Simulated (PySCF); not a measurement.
# CeH12O6 (Ce(H2O)64+): the cost of one run

Program: PySCF 2.14.0. Level of theory: several levels, as the steps say, no spin–orbit coupling. These are calculated values, not measurements.

## 1. The system as given

19 atoms, charge 4, spin multiplicity 1.

Bond lengths: Ce1–O2 2.349 Å, Ce1–O5 2.349 Å, Ce1–O8 2.348 Å, Ce1–O11 2.348 Å, Ce1–O14 2.348 Å, Ce1–O17 2.348 Å, O2–H3 1.001 Å, O2–H4 1.001 Å, O5–H6 1.001 Å, O5–H7 1.001 Å, O8–H9 1.002 Å, O8–H10 1.002 Å, O11–H12 1.001 Å, O11–H13 1.001 Å, O14–H15 1.002 Å, O14–H16 1.002 Å, O17–H18 1.001 Å, O17–H19 1.001 Å. Angles: O2–Ce1–O5 180.0°, O2–Ce1–O8 90.0°, O2–Ce1–O11 90.0°, O2–Ce1–O14 90.0°, O2–Ce1–O17 90.0°, O5–Ce1–O8 90.0°, O5–Ce1–O11 90.0°, O5–Ce1–O14 90.0°, O5–Ce1–O17 90.0°, O8–Ce1–O11 90.0°, O8–Ce1–O14 180.0°, O8–Ce1–O17 90.0°, O11–Ce1–O14 90.0°, O11–Ce1–O17 180.0°, O14–Ce1–O17 90.0°, Ce1–O2–H3 128.7°, Ce1–O2–H4 128.7°, H3–O2–H4 102.6° and more.

Coordinates:

```xyz
19
CeH12O6
Ce    0.0000    0.0000    0.0000
O     0.0000    0.0000    2.3485
H     0.0075    0.7811    2.9748
H    -0.0075   -0.7811    2.9748
O     0.0000    0.0000   -2.3485
H     0.0075   -0.7811   -2.9748
H    -0.0075    0.7811   -2.9748
O     2.3483    0.0000    0.0000
H     2.9747   -0.0114    0.7815
H     2.9747    0.0114   -0.7815
O     0.0000    2.3485    0.0000
H     0.7807    2.9747   -0.0205
H    -0.7807    2.9747    0.0205
O    -2.3483    0.0000    0.0000
H    -2.9747    0.0114    0.7815
H    -2.9747   -0.0114   -0.7815
O     0.0000   -2.3485    0.0000
H    -0.7807   -2.9747   -0.0205
H     0.7807   -2.9747    0.0205
```

Formal oxidation states: Ce +4. The 4f shell is empty and lies in the core potential. An earlier session relaxed this geometry at PBE, Ce lcecp-2-SVP with ECP46, O def2-SVP, H def2-SVP (singlet, point group T).

At PBE on the finer grid: E = -494.730697 Eh, frontier levels not given, since the 4f levels lie in the core, Mulliken charge on Ce1 +1.69 e, largest force component 0.014 eV/Å. The large-core potential holds the 4f shell empty.

Levels to run: revPBE; PBE0; wB97X; HF; PBE, TZVP. Hardware: 4 threads of Intel Xeon, shared host.

## 2. revPBE

File run.py (the lines that set the calculation):

```python
mol = gto.M(atom='''
Ce     0.00000     0.00000     0.00000
O      0.00000     0.00000     2.34850
H      0.00753     0.78109     2.97482
H     -0.00753    -0.78109     2.97482
O      0.00000     0.00000    -2.34850
H      0.00753    -0.78109    -2.97482
H     -0.00753     0.78109    -2.97482
O      2.34828     0.00000     0.00000
H      2.97466    -0.01137     0.78149
H      2.97466     0.01137    -0.78149
O      0.00000     2.34845     0.00000
H      0.78066     2.97471    -0.02053
H     -0.78066     2.97471     0.02053
O     -2.34828     0.00000     0.00000
H     -2.97466     0.01137     0.78149
H     -2.97466    -0.01137    -0.78149
O      0.00000    -2.34845     0.00000
H     -0.78066    -2.97471    -0.02053
H      0.78066    -2.97471     0.02053''',
    basis={'Ce': 'lcecp-2-SVP', 'O': 'def2-SVP', 'H': 'def2-SVP'},
    ecp={'Ce': 'lcecp-2-SVP'},
    charge=4, spin=0)
mf = dft.RKS(mol, xc='PBE_R,PBE')
mf.grids.atom_grid = (75, 302)  # f atoms: unpruned, at least (60, 302)
mf = mf.density_fit()  # fitting sets: Ce AutoAux, O def2-universal-JKFIT, H def2-universal-JKFIT
mf.conv_tol = 1e-08; mf.max_cycle = 55
mf.kernel(dm0)  # dm0: the density of the relaxed state
```

On the command line:

```bash
> OMP_NUM_THREADS=4 python run.py
```

**Question.** How long does this run take on 4 threads of Intel Xeon, shared host?

About 26 s.
